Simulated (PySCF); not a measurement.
# C3H9BS: the cost of one run

The runs use PySCF 2.14.0, with density-fitted response routines of our own; the level of theory stands in each step. All values are computed, except where a source is named. Atoms count from 0, in the outputs and in this text.

### Step 1. The molecule as given

14 atoms, charge 0, multiplicity 1; geometry from: GFN2-xTB. The atoms were then displaced at random by about 0.01 Å, so the start is not that level's minimum.

Bonds of the start (Å): C0–B1 1.57, B1–C2 1.57, B1–C3 1.62, C3–S4 1.81, C0–H5 1.08, C0–H6 1.10, C0–H7 1.06, C2–H8 1.06, C2–H9 1.11, C2–H10 1.09, C3–H11 1.08, C3–H12 1.07, S4–H13 1.31.

### Step 2. Relaxing the molecule at PBE0-D3(BJ)/def2-SVP

What the job is given:

```
{"job": {"xc": "PBE0", "basis": "def2-SVP", "d3": "d3bj", "grid": 1, "shake": 0.01, "kind": "geom"}, "charge": 0, "multiplicity": 1}
C     -1.377600    -1.196630     0.093620
B     -0.336260    -0.029310     0.264620
C     -0.757360     1.445710     0.613210
C      1.230030    -0.401680     0.067370
S      2.365770     0.690210     0.965510
H     -1.308830    -1.641620    -0.888960
H     -2.415780    -0.835220     0.195710
H     -1.220290    -1.957800     0.814640
H     -1.740600     1.725940     0.317560
H     -0.723630     1.548540     1.718600
H     -0.045600     2.187120     0.253240
H      1.450500    -0.296930    -0.981270
H      1.406170    -1.416330     0.354710
H      3.466320     0.162920     0.483710
```

Started as:

```
$ OMP_NUM_THREADS=1 python probes_run.py task.json out
```

This one command runs all jobs of the session in turn.

Q: Estimate the wall time and peak memory of this first job on 1 thread of Arm Neoverse V2, shared host.

About 40 s, with a peak of 0.5 GiB.
